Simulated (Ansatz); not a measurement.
Geometry optimisation, Ansatz 0.2.0, DFT PBE, scalar-relativistic, plane waves, PAW.

Input:

```yaml
crystal:
  lattice:
    - [7.67918, 0.0, 0.0]
    - [3.83959, 6.650365, 0.0]
    - [0.0, 0.0, 16.418765]
  atoms:
    - { symbol: H, position: [0.1666667, 0.1666667, 0.0609059] }
    - { symbol: H, position: [0.6666667, 0.1666667, 0.0609059] }
    - { symbol: H, position: [0.1666667, 0.6666667, 0.0609059] }
    - { symbol: H, position: [0.6666667, 0.6666667, 0.0609059] }
    - { symbol: Si, position: [0.1666667, 0.1666667, 0.1522648] }
    - { symbol: Si, position: [0.6666667, 0.1666667, 0.1522648] }
    - { symbol: Si, position: [0.1666667, 0.6666667, 0.1522648] }
    - { symbol: Si, position: [0.6666667, 0.6666667, 0.1522648] }
    - { symbol: Si, position: [-0.1666667, 0.3333333, 0.2] }
    - { symbol: Si, position: [0.3333333, 0.3333333, 0.2] }
    - { symbol: Si, position: [-0.1666667, 0.8333333, 0.2] }
    - { symbol: Si, position: [0.3333333, 0.8333333, 0.2] }
    - { symbol: Si, position: [-0.1666667, 0.3333333, 0.3432056] }
    - { symbol: Si, position: [0.3333333, 0.3333333, 0.3432056] }
    - { symbol: Si, position: [-0.1666667, 0.8333333, 0.3432056] }
    - { symbol: Si, position: [0.3333333, 0.8333333, 0.3432056] }
    - { symbol: Si, position: [0.0, 0.0, 0.3909408] }
    - { symbol: Si, position: [0.5, 0.0, 0.3909408] }
    - { symbol: Si, position: [0.0, 0.5, 0.3909408] }
    - { symbol: Si, position: [0.5, 0.5, 0.3909408] }
    - { symbol: F, position: [0.2594338, 0.7697129, 0.4323568], spin: 1.0 }
magnetization:
  spin_polarized: true
basis:
  ecutwfc: 420.0
kpoints:
  mp_grid: { grid: [2, 2, 1] }
hamiltonian:
  xc: pbe
  pseudopotentials: { kind: paw, azcp: { folder: soft_1 } }
scf:
  occupations: { method: gaussian, width: 0.02 }
  lower_state_search: "off"
relax:
  f_tol: 0.03
  max_steps: 60
  adjacent_minimum: "off"
  constraints: [{ sites: [0, 1, 2, 3, 4, 5, 6, 7] }]
```

Command:

```bash
$ ansatz run input.yaml --threads 2 --pin off --max-ram 5120MiB --backend cpu --events-out ev --progress --plain --runs-dir out
```

Problem. Where does it end, and by what steps?

Solution. The forces met the threshold. Limits of this set-up: thin slab, slab without dipole correction, a typed lattice constant that wasn't relaxed here. After 13 steps the energy has fallen by 3.846 eV; F21 moved furthest, 2.10 Å. Parted: Si16–F21 (1.73 → 3.26 Å).

```tsv
step	energy less start (eV)	largest force component (eV/Å)	accepted
0	0.0000	4.235	yes
1	-0.6439	3.238	yes
2	-1.2656	1.302	yes
3	-1.5632	1.009	yes
4	-1.8655	1.218	yes
5	-2.2187	1.696	yes
6	-2.6282	2.130	yes
7	-3.0619	2.207	yes
8	-3.4900	1.869	yes
9	-3.6706	0.752	yes
10	-3.7710	0.335	yes
11	-3.8286	0.141	yes
12	-3.8456	0.037	yes
13	-3.8463	0.008	yes
```

```xyz
21
Lattice="7.6792 0.0000 0.0000 3.8396 6.6504 0.0000 0.0000 0.0000 16.4188" Properties=species:S:1:pos:R:3
H 1.920 1.108 1.000
H 5.759 1.108 1.000
H 3.840 4.434 1.000
H 7.679 4.434 1.000
Si 1.920 1.108 2.500
Si 5.759 1.108 2.500
Si 3.840 4.434 2.500
Si 7.679 4.434 2.500
Si 0.000 2.213 3.260
Si 3.840 2.217 3.263
Si 1.922 5.544 3.259
Si 5.756 5.543 3.260
Si -0.013 2.212 5.630
Si 3.827 2.209 5.637
Si 1.904 5.532 5.629
Si 5.750 5.532 5.629
Si -0.013 -0.009 6.386
Si 3.825 -0.008 6.340
Si 1.906 3.316 6.340
Si 5.746 3.317 6.338
F 3.828 6.643 8.022
```

Whether the end is a true minimum wasn't checked by a vibrational analysis.

Time of the run: 2.9 min on 2 threads of Arm Neoverse V2, on a shared host, peak memory 1.3 GiB.
